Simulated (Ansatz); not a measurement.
# C2H5AlO: up Jacob's ladder to CCSD(T)

The task here is to estimate one member of a computed series from the others.

Method: functionals in def2-TZVPP, the program's frozen cores in correlated methods; program: Ansatz 0.2.0, Gaussian basis.

The runs, in order: LDA (SPW92), PBE-D4, revPBE-D4, BLYP-D4, r2SCAN-D4, B97M-V, PBE0-D4, B3LYP-D4, r2SCANh-D4, r2SCAN0-D4, HSE06-D4, BHLYP-D4, CAM-B3LYP-D4, LC-ωPBE, ωB97X-V, ωB97M-V, B2PLYP, PBE-QIDH; CCSD(T)/def2-SVP; CCSD(T)/def2-TZVPP; MP2/def2-QZVPP; extrapolation to the limit; RPA on PBE.

### The geometry

All runs share one geometry, relaxed beforehand with PBE0-D4 in a triple-zeta def2 set.

9 atoms, charge 0, spin multiplicity 1.

Atoms are counted from 1 here; the program's logs count them from 0.

Bond lengths: Al1–C2 1.947 Å, Al1–O4 1.966 Å, Al1–H5 1.581 Å, Al1–H6 1.585 Å, C2–C3 1.463 Å, C2–H7 1.086 Å, C3–O4 1.438 Å, C3–H8 1.086 Å, C3–H9 1.088 Å. Angles: C2–Al1–O4 47.1°, C2–Al1–H5 119.0°, C2–Al1–H6 115.5°, O4–Al1–H5 111.5°, O4–Al1–H6 109.2°, H5–Al1–H6 125.2°, Al1–C2–C3 100.3°, Al1–C2–H7 134.5°, C3–C2–H7 115.6°, C2–C3–O4 65.2°, C2–C3–H8 119.7°, C2–C3–H9 120.0°, O4–C3–H8 111.8°, O4–C3–H9 114.3°, H8–C3–H9 115.0° and more.

Coordinates:

```xyz
9
charge 0, multiplicity 1
Al   -0.41869    1.30171   -0.42860
C    -0.58766   -0.63297   -0.28992
C     0.45849   -0.91638    0.69312
O     0.89382   -0.16144   -0.45031
H    -0.55220    1.98230   -1.84980
H    -0.31208    2.07854    0.94934
H    -0.79785   -1.43126   -0.99628
H     0.91632   -1.90121    0.72428
H     0.48845   -0.36550    1.63117
```

The first run:

in.yaml

```yaml
crystal:
  periodic: [false, false, false]
  atoms:
    - {symbol: Al, position_ang: [-0.418691, 1.301715, -0.428598]}
    - {symbol: C, position_ang: [-0.587656, -0.632975, -0.289916]}
    - {symbol: C, position_ang: [0.458489, -0.916375, 0.693115]}
    - {symbol: O, position_ang: [0.893820, -0.161442, -0.450310]}
    - {symbol: H, position_ang: [-0.552200, 1.982299, -1.849799]}
    - {symbol: H, position_ang: [-0.312082, 2.078540, 0.949335]}
    - {symbol: H, position_ang: [-0.797852, -1.431256, -0.996284]}
    - {symbol: H, position_ang: [0.916321, -1.901209, 0.724281]}
    - {symbol: H, position_ang: [0.488452, -0.365498, 1.631173]}
basis:
  gaussian: {orbitals: def2-TZVPP}
hamiltonian: {xc: lda}
output: {orbitals: {seedname: orbitals}}
```

Started as:

```sh
> ansatz run in.yaml --threads 2 --pin off --events-out ev --progress --plain --max-ram 4352MiB
```

Steps of the session up to this table: LDA; PBE-D4 (GGA); revPBE-D4 (GGA); BLYP-D4 (GGA); r2SCAN-D4 (meta-GGA); B97M-V (meta-GGA); PBE0-D4 (hybrid); B3LYP-D4 (hybrid); r2SCANh-D4 (hybrid); r2SCAN0-D4 (hybrid); HSE06-D4 (hybrid); BHLYP-D4 (hybrid); CAM-B3LYP-D4 (range-separated); LC-ωPBE (range-separated); ωB97X-V (range-separated); ωB97M-V (range-separated); B2PLYP (double hybrid); PBE-QIDH (double hybrid).

One table of the session follows, with a row left open; its other results are not shown here.

It belongs to the step «Orbital energies across the functionals». 

| functional | HOMO (eV) | gap (eV) |
| --- | --- | --- |
| LDA (SPW92) | -6.70 | 5.40 |
| PBE-D4 | -6.58 | 5.50 |
| revPBE-D4 | -6.53 | 5.55 |
| BLYP-D4 | ? | ? |
| r2SCAN-D4 | -6.87 | 6.20 |
| B97M-V | -7.00 | 6.08 |
| PBE0-D4 | -7.94 | 7.68 |
| B3LYP-D4 | -7.73 | 7.24 |
| r2SCANh-D4 | -7.37 | 6.98 |
| r2SCAN0-D4 | -8.13 | 8.13 |
| HSE06-D4 | -7.53 | 6.91 |
| BHLYP-D4 | -9.23 | 9.73 |
| CAM-B3LYP-D4 | -9.37 | 10.00 |
| LC-ωPBE | -10.75 | 12.50 |
| ωB97X-V | -10.39 | 12.00 |
| ωB97M-V | -10.24 | 11.51 |

**Question.** Estimate the row for BLYP-D4.

Worked estimate for «HOMO (eV)». Against the share of exact exchange, B3LYP-D4 (0.2, -7.73), BHLYP-D4 (0.5, -9.23) give a slope of -5.00 per unit share; at 0 the line stands at -6.73.

As computed: HOMO (eV): -6.48; gap (eV): 5.49. In «HOMO (eV)» the line misses by -0.25.
